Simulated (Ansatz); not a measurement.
**GeH₃O (doublet): wave-function methods side by side at a displaced geometry (v2), cc-pVDZ**

Aim: climb from Hartree-Fock through coupled cluster for GeH₃O (doublet) at one geometry and basis, and see what each rung misses.

Method: cc-pVDZ, core rule «outside noble gas», up to 15 orbitals frozen; program: Ansatz 0.2.0, Gaussian basis.

To be run: UHF; CCSD(T) on ROHF; CCSD(T) on UHF; BCCD(T) on ROHF; CISD; CCSDT(Q) on ROHF; CCSDT(Q) on UHF.

16 further runs of the same task are left out: 1 for a known fault of the program, 3 that didn't finish, 12 set aside as unsound or not needed.

### Step 1. The geometry

The geometry is a PBE0/def2-TZVP stationary point (not a proven minimum) with its atoms shifted at random (size 0.100 Å). No spin-orbit coupling is included. The filled d shell of Ge may be among the frozen orbitals whatever the setting's name suggests; the logs give the count.

5 atoms, charge 0, spin multiplicity 2.

Atoms are counted from 1 here; the program's logs count them from 0.

Bond lengths: Ge1–O2 1.793 Å, Ge1–H3 1.452 Å, Ge1–H4 1.482 Å, Ge1–H5 1.644 Å. Angles: O2–Ge1–H3 108.5°, O2–Ge1–H4 108.3°, O2–Ge1–H5 102.8°, H3–Ge1–H4 112.9°, H3–Ge1–H5 113.6°, H4–Ge1–H5 110.1°.

### Step 2. UHF

Contents of in.yaml:

```yaml
crystal:
  periodic: [false, false, false]
  atoms:
    - {symbol: Ge, position_ang: [0.032591, 0.000758, 0.296907]}
    - {symbol: O, position_ang: [-0.149527, 0.009130, -1.486347]}
    - {symbol: H, position_ang: [1.448981, -0.023178, 0.615879]}
    - {symbol: H, position_ang: [-0.660680, 1.191613, 0.841458]}
    - {symbol: H, position_ang: [-0.763547, -1.367974, 0.738575]}
basis:
  gaussian: {orbitals: cc-pVDZ}
magnetization: {spin_polarized: true, initial_magnetization: 1}
hamiltonian: {xc: hf}
output: {orbitals: {seedname: orbitals}}
```

Command:

```console
ansatz run in.yaml --threads 1 --pin off --events-out ev --progress --plain --max-ram 2393MiB
```

Further steps of the session: CCSD(T) on ROHF; CCSD(T) on UHF; BCCD(T) on ROHF; CISD; CCSDT(Q) on ROHF; CCSDT(Q) on UHF.

Before running them: what should the planned runs give, taken together? Wanted: UCCSDT(Q) below the RHF energy; RMP2 from UCCSDT(Q); UMP2 from UCCSDT(Q); RCCSD from UCCSDT(Q); RCCSD(T) from UCCSDT(Q); UCCSD(T) from UCCSDT(Q); RCCSDT(Q) from UCCSDT(Q); T1 diagnostic.

The runs gave:

| quantity | value |
| --- | --- |
| UCCSDT(Q) below the RHF energy | -7.7915 eV |
| RMP2 from UCCSDT(Q) | +26.11 kcal/mol |
| UMP2 from UCCSDT(Q) | +26.07 kcal/mol |
| RCCSD from UCCSDT(Q) | +4.14 kcal/mol |
| RCCSD(T) from UCCSDT(Q) | +0.89 kcal/mol |
| UCCSD(T) from UCCSDT(Q) | +0.88 kcal/mol |
| RCCSDT(Q) from UCCSDT(Q) | +0.04 kcal/mol |
| levels within 1 kcal/mol (43 meV) | RCCSD(T), UCCSD(T), BCCD(T), RCCSDT, UCCSDT, RCCSDT(Q) |
| T1 diagnostic | 0.021 |

**Reading.** RCCSD(T) misses by +0.89 kcal/mol, 0.5 % of the correlation energy. These misses are within one basis, not against nature; the frozen cores of restricted and unrestricted runs differ, which can shift their rows.
